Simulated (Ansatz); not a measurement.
# B2O: the cost of one run

Program: Ansatz 0.2.0. Level of theory: DFT PBE+D3(BJ), scalar-relativistic, plane waves, PAW. These are calculated values, not measurements.

72 further runs of the same task are left out: 72 set aside as unsound or not needed.

### 1 The starting structure

The structure is trigonal, space group P-3m1 (No. 164). The conventional cell has a = 2.546 Å, b = 2.546 Å, c = 9.678 Å, α = 90.00°, β = 90.00°, γ = 120.00°. B (site symmetry 3m) has 3 O at 1.57 Å and 1 B at 1.74 Å as nearest neighbours. Around B (site symmetry 3m) lie 3 B at 1.58 Å. Around O (site symmetry 3m) lie 3 B at 1.57 Å.

As a file:

```cif
data_structure
_symmetry_space_group_name_H-M 'P 1'
_symmetry_Int_Tables_number 1
_cell_length_a 2.5456
_cell_length_b 2.5456
_cell_length_c 9.6777
_cell_angle_alpha 90.000
_cell_angle_beta 90.000
_cell_angle_gamma 120.000
_cell_volume 54.31
loop_
_atom_site_label
_atom_site_type_symbol
_atom_site_fract_x
_atom_site_fract_y
_atom_site_fract_z
_atom_site_occupancy
B1 B 0.00000 0.00000 0.40990 1
B2 B 0.00000 0.00000 0.59010 1
B3 B 0.66667 0.33333 0.02935 1
B4 B 0.33333 0.66667 0.97065 1
O1 O 0.66667 0.33333 0.35258 1
O2 O 0.33333 0.66667 0.64742 1
```

This cell was relaxed beforehand with the same method: volume 9.05 Å³/atom, gap on the mesh none (metal).

### 2 The scan

Atoms count from 1 in the order of the input.

The energy is mapped over a free internal coordinate and the cell.

- shift of B3 along [0 0 1], its symmetry partners moved as symmetry demands (measured in the relaxed cell): 11 values from −0.189 to 0.189 Å
- volume per atom at fixed shape: 11 values from 7.784 to 10.319 Å³

Nothing else is relaxed (all other coordinates fixed). Energies count from the relaxed crystal. Points are written as (first, second).

### 3 Grid point (0.113 Å, 7.784 Å³)

input.yaml

```yaml
crystal:
  lattice:
    - [2.4207310644, 0.0, 0.0]
    - [-1.2103655322, 2.0964145975, 0.0]
    - [0.0, 0.0, 9.2030198593]
  atoms:
    - { symbol: B, position: [0.0, 0.0, 0.4099026039] }
    - { symbol: B, position: [0.0, 0.0, 0.5900973961] }
    - { symbol: B, position: [0.6666666667, 0.3333333333, 0.0410639789] }
    - { symbol: B, position: [0.3333333333, 0.6666666667, 0.9589360211] }
    - { symbol: O, position: [0.6666666667, 0.3333333333, 0.3525784977] }
    - { symbol: O, position: [0.3333333333, 0.6666666667, 0.6474215023] }
basis:
  ecutwfc: 520.0
kpoints:
  mp_grid: { grid: [18, 18, 4] }
hamiltonian:
  xc: pbe
  dispersion: d3bj
scf:
  occupations: { method: gaussian, width: 0.15 }
output:
  forces: true
  stress: true
  eigenvalues: true
```

The run is started by

```console
$ ansatz run input.yaml --threads 2 --pin off --max-ram 4096MiB --backend cpu --events-out ev --progress --plain --runs-dir out
```

**Question.** How long does this run take on 2 threads of Arm Neoverse V1, shared host, and how much memory does it need?

About 4.2 s, with a peak of 0.4 GiB.
